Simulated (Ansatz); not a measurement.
# CH₇ClOSiSn: a ladder of functionals and wavefunction methods

An exercise on one series of results from a longer session: the logs are not shown, and one member is left open.

Computed with Ansatz 0.2.0, Gaussian basis. Level: functionals in def2-TZVPP, the program's frozen cores in correlated methods.

Plan: LDA (SPW92), PBE-D4, revPBE-D4, BLYP-D4, r2SCAN-D4, B97M-V, PBE0-D4, B3LYP-D4, r2SCANh-D4, r2SCAN0-D4, HSE06-D4, BHLYP-D4, CAM-B3LYP-D4, LC-ωPBE, ωB97X-V, ωB97M-V, B2PLYP, PBE-QIDH; CCSD(T)/def2-SVP; CCSD(T)/def2-TZVPP; MP2/def2-QZVPP; extrapolation to the limit; RPA on PBE.

## Structure used throughout

The geometry comes from an earlier relaxation with PBE0-D4 in a triple-zeta def2 set; it is a stationary point, not always the lowest conformer. Sn takes the def2 core potential; no spin-orbit term is included.

SMILES `[CH3][SnH]([Cl])[O][SiH3]`, 12 atoms, charge 0, spin multiplicity 1.

Atoms are counted from 1 here; the program's logs count them from 0.

Bond lengths: C1–Sn2 2.114 Å, C1–H6 1.089 Å, C1–H7 1.090 Å, C1–H8 1.089 Å, Sn2–Cl3 2.332 Å, Sn2–O4 1.951 Å, Sn2–H9 1.701 Å, O4–Si5 1.634 Å, Si5–H10 1.488 Å, Si5–H11 1.487 Å, Si5–H12 1.491 Å. Angles: Sn2–C1–H6 110.0°, Sn2–C1–H7 109.4°, Sn2–C1–H8 108.1°, H6–C1–H7 109.9°, H6–C1–H8 109.7°, H7–C1–H8 109.7°, C1–Sn2–Cl3 108.9°, C1–Sn2–O4 106.1°, C1–Sn2–H9 121.0°, Cl3–Sn2–O4 105.1°, Cl3–Sn2–H9 107.1°, O4–Sn2–H9 107.5°, Sn2–O4–Si5 136.2°, O4–Si5–H10 111.4°, O4–Si5–H11 108.2°, O4–Si5–H12 111.3°, H10–Si5–H11 108.9°, H10–Si5–H12 108.2° and more.

Geometry (Å):

```xyz
12
CH7ClOSiSn
C    -2.0473    1.2461   -0.3299
Sn   -0.0786    0.6590   -0.8264
Cl    1.4219    2.1905    0.0919
O     0.2477   -1.0093    0.1304
Si    1.5251   -1.7201    0.8608
H    -2.2829    2.1985   -0.8033
H    -2.7488    0.4824   -0.6652
H    -2.1070    1.3492    0.7528
H     0.3816    0.4194   -2.4466
H     1.7895   -1.1187    2.1958
H     1.2151   -3.1633    1.0360
H     2.7606   -1.5889    0.0374
```

Set-up of the first run:

Contents of in.yaml:

```yaml
crystal:
  periodic: [false, false, false]
  atoms:
    - {symbol: C, position_ang: [-2.047317, 1.246055, -0.329900]}
    - {symbol: Sn, position_ang: [-0.078602, 0.659019, -0.826381]}
    - {symbol: Cl, position_ang: [1.421924, 2.190478, 0.091917]}
    - {symbol: O, position_ang: [0.247652, -1.009339, 0.130435]}
    - {symbol: Si, position_ang: [1.525114, -1.720081, 0.860815]}
    - {symbol: H, position_ang: [-2.282905, 2.198472, -0.803286]}
    - {symbol: H, position_ang: [-2.748823, 0.482372, -0.665173]}
    - {symbol: H, position_ang: [-2.106975, 1.349242, 0.752844]}
    - {symbol: H, position_ang: [0.381640, 0.419385, -2.446561]}
    - {symbol: H, position_ang: [1.789544, -1.118679, 2.195825]}
    - {symbol: H, position_ang: [1.215110, -3.163341, 1.036040]}
    - {symbol: H, position_ang: [2.760637, -1.588884, 0.037423]}
basis:
  gaussian: {orbitals: def2-TZVPP}
hamiltonian: {xc: lda}
output: {orbitals: {seedname: orbitals}}
```

On the command line:

```bash
$ ansatz run in.yaml --threads 2 --pin off --events-out ev --progress --plain --max-ram 32768MiB --backend cuda --devices 0, --max-vram 18GiB
```

Among the steps run: LDA; PBE-D4 (GGA); revPBE-D4 (GGA); BLYP-D4 (GGA); r2SCAN-D4 (meta-GGA); B97M-V (meta-GGA); B3LYP-D4 (hybrid); r2SCANh-D4 (hybrid); r2SCAN0-D4 (hybrid); HSE06-D4 (hybrid); BHLYP-D4 (hybrid); CAM-B3LYP-D4 (range-separated); LC-ωPBE (range-separated); ωB97X-V (range-separated); ωB97M-V (range-separated); B2PLYP (double hybrid); PBE-QIDH (double hybrid).

One of the session's tables, all rows but one given; the rest of the session is left out.

It belongs to the step «Orbital energies across the functionals». 

```
  functional  HOMO (eV)  gap (eV)
 LDA (SPW92)      -6.99      5.02
      PBE-D4      -6.91      5.20
   revPBE-D4      -6.87      5.25
     BLYP-D4      -6.81      5.15
   r2SCAN-D4      -7.26      5.84
      B97M-V      -7.39      5.91
     PBE0-D4      -8.32      7.58
    B3LYP-D4      -8.10      7.05
  r2SCANh-D4      -7.78      6.71
  r2SCAN0-D4      -8.55      8.00
    HSE06-D4      -7.92      6.80
    BHLYP-D4      -9.63      9.85
CAM-B3LYP-D4      -9.71      9.97
     LC-ωPBE          ?         ?
     ωB97X-V     -10.72     12.09
     ωB97M-V     -10.58     11.72
```

Q: Estimate the row for LC-ωPBE from the others.

As computed: HOMO (eV): -11.06; gap (eV): 12.58. In the column «HOMO (eV)» it is the lowest.
